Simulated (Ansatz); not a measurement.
# FeOsC6N6: the cost of one run

Method: DFT PBE, scalar-relativistic, plane waves, PAW, in Ansatz 0.2.0.

### 1 Starting point

The structure is cubic, space group Fm-3m (No. 225). The conventional cell has a = 10.192 Å, b = 10.192 Å, c = 10.192 Å, α = 90.00°, β = 90.00°, γ = 90.00°. Around Fe (site symmetry m-3m) lie 6 N at 2.03 Å. Around Os (site symmetry m-3m) lie 6 C at 1.90 Å. Around C (site symmetry 4mm) lie 1 N at 1.17 Å and 1 Os at 1.90 Å. N (site symmetry 4mm) has 1 C at 1.17 Å and 1 Fe at 2.03 Å in its first shell of neighbours.

Structure file:

```xyz
14
Lattice="0.0000 5.0960 5.0960 5.0960 0.0000 5.0960 5.0960 5.0960 0.0000" Properties=species:S:1:pos:R:3 pbc="T T T"
Fe    5.0960    5.0960    5.0960
Os    0.0000    0.0000    0.0000
C     1.8960    5.0960    5.0960
C     5.0960    1.8960    5.0960
C     5.0960    5.0960    1.8960
C     8.2960    5.0960    5.0960
C     5.0960    8.2960    5.0960
C     5.0960    5.0960    8.2960
N     3.0660    5.0960    5.0960
N     5.0960    3.0660    5.0960
N     5.0960    5.0960    3.0660
N     7.1260    5.0960    5.0960
N     5.0960    7.1260    5.0960
N     5.0960    5.0960    7.1260
```

A structure generator made this guess: cyanide-bridged rock-salt net of two metals, 0 guest cations a cell (Fm-3m, No. 225). Lengths come from tabulated atomic sizes and are only a guess.

### 2 A first look at the guess

input.yaml reads:

```yaml
crystal:
  lattice:
    - [0.0, 5.096, 5.096]
    - [5.096, 0.0, 5.096]
    - [5.096, 5.096, 0.0]
  atoms:
    - { symbol: Fe, position: [0.5, 0.5, 0.5], spin: -4.0 }
    - { symbol: Os, position: [0.0, 0.0, 0.0], spin: -1.0 }
    - { symbol: C, position: [0.81397174, 0.18602826, 0.18602826] }
    - { symbol: C, position: [0.18602826, 0.81397174, 0.18602826] }
    - { symbol: C, position: [0.18602826, 0.18602826, 0.81397174] }
    - { symbol: C, position: [0.18602826, 0.81397174, 0.81397174] }
    - { symbol: C, position: [0.81397174, 0.18602826, 0.81397174] }
    - { symbol: C, position: [0.81397174, 0.81397174, 0.18602826] }
    - { symbol: "N", position: [0.69917582, 0.30082418, 0.30082418] }
    - { symbol: "N", position: [0.30082418, 0.69917582, 0.30082418] }
    - { symbol: "N", position: [0.30082418, 0.30082418, 0.69917582] }
    - { symbol: "N", position: [0.30082418, 0.69917582, 0.69917582] }
    - { symbol: "N", position: [0.69917582, 0.30082418, 0.69917582] }
    - { symbol: "N", position: [0.69917582, 0.69917582, 0.30082418] }
basis:
  ecutwfc: 420
kpoints:
  mp_grid: { grid: [4, 4, 4] }
hamiltonian:
  xc: pbe
scf:
  occupations: { method: gaussian, width: 0.1 }
  lower_state_search: "off"
output:
  forces: true
  stress: true
  eigenvalues: true
  populations: true
magnetization:
  spin_polarized: true
```

Started as:

```
> ansatz run input.yaml --threads 1 --pin off --max-ram 2560MiB --backend cpu --events-out ev --progress --plain --runs-dir out
```

Q: Estimate wall time and peak memory on 1 thread of Intel Xeon Platinum 8488C (Sapphire Rapids), shared host.

About 26 s, with a peak of 0.74 GiB.
